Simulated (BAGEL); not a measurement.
# CH4GaNO (SMILES [NH2][GaH][CH]=O) at HF/3-21G (density fitting with qzvpp-jkfit)

Aim: the vertical singlet–triplet gap of CH4GaNO at HF/3-21G (density fitting with qzvpp-jkfit), from 2 runs. 

The calculation is run with BAGEL 1.2.2.

7 further runs of the same task are left out: 4 that didn't finish, 3 set aside as unsound or not needed.

### 1 The molecule

CH4GaNO: 8 atoms, total charge 0, spin state singlet. SMILES: `[NH2][GaH][CH]=O`. The shape comes from GFN2-xTB, which is rough for such elements, and wasn't checked as a minimum. This is one conformer, not always the lowest.

Bond lengths: N1–Ga2 1.808 Å, Ga2–C3 2.083 Å, C3–O4 1.204 Å, N1–H5 1.015 Å, N1–H6 1.013 Å, Ga2–H7 1.583 Å, C3–H8 1.114 Å. Angles: N1–Ga2–C3 115.5°, Ga2–C3–O4 115.2°, N1–Ga2–H7 118.8°, C3–Ga2–H7 125.8°, Ga2–N1–H5 123.1°, Ga2–N1–H6 127.9°, Ga2–C3–H8 125.5°, O4–C3–H8 119.2°, H5–N1–H6 109.0°.

### 2 The energy at HF/3-21G (density fitting with qzvpp-jkfit)

Input file input.json:

```json
{ "bagel": [

{
  "title": "molecule",
  "basis": "3-21g",
  "df_basis": "qzvpp-jkfit",
  "angstrom": true,
  "geometry": [
    { "atom": "N", "xyz": [      -0.714580,       1.331450,      -0.545830 ] },
    { "atom": "Ga", "xyz": [       0.687450,       0.334870,       0.011680 ] },
    { "atom": "C", "xyz": [       0.233970,      -1.623620,       0.557810 ] },
    { "atom": "O", "xyz": [      -0.927130,      -1.926780,       0.463820 ] },
    { "atom": "H", "xyz": [      -1.662100,       0.972600,      -0.601100 ] },
    { "atom": "H", "xyz": [      -0.710080,       2.298430,      -0.848980 ] },
    { "atom": "H", "xyz": [       2.125620,       0.995190,       0.044820 ] },
    { "atom": "H", "xyz": [       0.966850,      -2.382140,       0.917780 ] }
  ]
},

{ "title": "hf" },

{ "title": "print", "file": "orbitals.molden", "orbitals": true }

]}
```

On the command line:

```
$ BAGEL_NUM_THREADS=1 BAGEL input.json > input.out
```

What it wrote:

```text
* using 1 threads per process

  ===============================================================
  ===============================================================

  *** Geometry ***

  { "atom" : "N", "xyz" : [     -1.350360,      2.516076,     -1.031469 ] },
  { "atom" : "Ga", "xyz" : [      1.299092,      0.632813,      0.022072 ] },
  { "atom" : "C", "xyz" : [      0.442139,     -3.068197,      1.054108 ] },
  { "atom" : "O", "xyz" : [     -1.752022,     -3.641087,      0.876493 ] },
  { "atom" : "H", "xyz" : [     -3.140914,      1.837948,     -1.135914 ] },
  { "atom" : "H", "xyz" : [     -1.341857,      4.343403,     -1.604340 ] },
  { "atom" : "H", "xyz" : [      4.016840,      1.880637,      0.084698 ] },
  { "atom" : "H", "xyz" : [      1.827082,     -4.501592,      1.734353 ] },

  Number of auxiliary basis functions:      567

  Since a DF basis is specified, we compute 2- and 3-index integrals:
    o Being stored without compression. Storage requirement is 0.015 GB

  Number of basis functions:       57
  Number of electrons      :       56

    * METHOD: MOLECULE                             0.25

  *** RHF ***

  === Nuclear Repulsion ===
   244.2029083778

      * DIIS with orbital gradients will be used.

  === RHF iteration (3-21g) ===
      0      -2082.17873663          0.03008994           0.07
      1      -2082.28952053          0.02271727           0.07
      2      -2082.39826151          0.00224017           0.07
      3      -2082.40044015          0.00118317           0.07
      4      -2082.40094999          0.00034427           0.07
      5      -2082.40106058          0.00010614           0.07
      6      -2082.40106933          0.00003091           0.07
      7      -2082.40106996          0.00000872           0.07
      8      -2082.40107000          0.00000224           0.07
      9      -2082.40107001          0.00000115           0.07
     10      -2082.40107001          0.00000022           0.07
     11      -2082.40107001          0.00000006           0.07
     12      -2082.40107001          0.00000003           0.07
     13      -2082.40107001          0.00000002           0.07
     14      -2082.40107001          0.00000001           0.07
    * SCF iteration converged.

    * Permanent dipole moment:
           (   -0.485469,    -0.576532,     0.107435) a.u.

    * METHOD: HF                                   1.21

    * METHOD: PRINT                                0.01

  ===============================================================
```

It took 1.6 s on 1 thread of Arm Neoverse V2, shared host; peak memory 0.1 GiB.

### 3 The triplet, same level

Input file hf.json:

```json
{ "bagel": [

{
  "title": "molecule",
  "basis": "3-21g",
  "df_basis": "qzvpp-jkfit",
  "angstrom": true,
  "geometry": [
    { "atom": "N", "xyz": [   -0.714580,    1.331450,   -0.545830 ] },
    { "atom": "Ga", "xyz": [    0.687450,    0.334870,    0.011680 ] },
    { "atom": "C", "xyz": [    0.233970,   -1.623620,    0.557810 ] },
    { "atom": "O", "xyz": [   -0.927130,   -1.926780,    0.463820 ] },
    { "atom": "H", "xyz": [   -1.662100,    0.972600,   -0.601100 ] },
    { "atom": "H", "xyz": [   -0.710080,    2.298430,   -0.848980 ] },
    { "atom": "H", "xyz": [    2.125620,    0.995190,    0.044820 ] },
    { "atom": "H", "xyz": [    0.966850,   -2.382140,    0.917780 ] }
  ]
},
{ "title": "uhf", "charge": 0, "nopen": 2 },
{ "title": "print", "file": "orbitals.molden", "orbitals": true }

]}
```

On the command line:

```
$ BAGEL_NUM_THREADS=1 BAGEL hf.json > hf.out
```

What it wrote:

```text
* using 1 threads per process

  ===============================================================
  ===============================================================

  *** Geometry ***

  { "atom" : "N", "xyz" : [     -1.350360,      2.516076,     -1.031469 ] },
  { "atom" : "Ga", "xyz" : [      1.299092,      0.632813,      0.022072 ] },
  { "atom" : "C", "xyz" : [      0.442139,     -3.068197,      1.054108 ] },
  { "atom" : "O", "xyz" : [     -1.752022,     -3.641087,      0.876493 ] },
  { "atom" : "H", "xyz" : [     -3.140914,      1.837948,     -1.135914 ] },
  { "atom" : "H", "xyz" : [     -1.341857,      4.343403,     -1.604340 ] },
  { "atom" : "H", "xyz" : [      4.016840,      1.880637,      0.084698 ] },
  { "atom" : "H", "xyz" : [      1.827082,     -4.501592,      1.734353 ] },

  Number of auxiliary basis functions:      567

  Since a DF basis is specified, we compute 2- and 3-index integrals:
    o Being stored without compression. Storage requirement is 0.015 GB

  Number of basis functions:       57
  Number of electrons      :       56

    * METHOD: MOLECULE                             0.24

  *** Open-shell HF ***

  === Nuclear Repulsion ===
   244.2029083778

      * DIIS with orbital gradients will be used.

  === UHF iteration (3-21g) ===
      0      -2082.08983792          0.05626940           0.14
      1      -2082.22654063          0.03999760           0.14
      2      -2082.28359110          0.02822291           0.14
      3      -2082.33235107          0.00372756           0.14
      4      -2082.33727556          0.00264575           0.14
      5      -2082.34171519          0.00143501           0.13
      6      -2082.34320311          0.00055271           0.13
      7      -2082.34339246          0.00030675           0.13
      8      -2082.34346625          0.00016547           0.14
      9      -2082.34348736          0.00006711           0.14
     10      -2082.34348934          0.00002569           0.14
     11      -2082.34348962          0.00001090           0.14
     12      -2082.34348972          0.00000606           0.15
     13      -2082.34348974          0.00000311           0.15
     14      -2082.34348975          0.00000136           0.15
     15      -2082.34348975          0.00000068           0.15
     16      -2082.34348975          0.00000028           0.15
     17      -2082.34348975          0.00000012           0.15
     18      -2082.34348975          0.00000008           0.15
     19      -2082.34348975          0.00000004           0.15
     20      -2082.34348975          0.00000002           0.15
     21      -2082.34348975          0.00000001           0.14
     22      -2082.34348975          0.00000001           0.14
    * SCF iteration converged.

    * S^2 (UHF) is 2.0142

    * Permanent dipole moment:
           (   -0.278803,    -0.368490,     0.074652) a.u.

    * METHOD: UHF                                  3.44

    * METHOD: PRINT                                0.01

  ===============================================================
```

It took 3.9 s on 1 thread of Arm Neoverse V2, shared host; peak memory 0.1 GiB.

### 4 What came out

At HF/3-21G (density fitting with qzvpp-jkfit):

| quantity | value |
| --- | --- |
| singlet: total energy | -2082.40107 Eh |
| singlet: dipole moment | 1.94 D |
| singlet: HOMO energy | -9.49 eV |
| singlet: LUMO energy | 1.73 eV |
| singlet: HOMO–LUMO gap | 11.23 eV |
| triplet: total energy | -2082.34349 Eh |
| triplet: dipole moment | 1.19 D |
| triplet: ⟨S²⟩ | 2.014 |
| vertical energy of the triplet above the singlet | 1.567 eV |

At this shape the triplet lies 1.57 eV (151 kJ/mol) above the singlet.
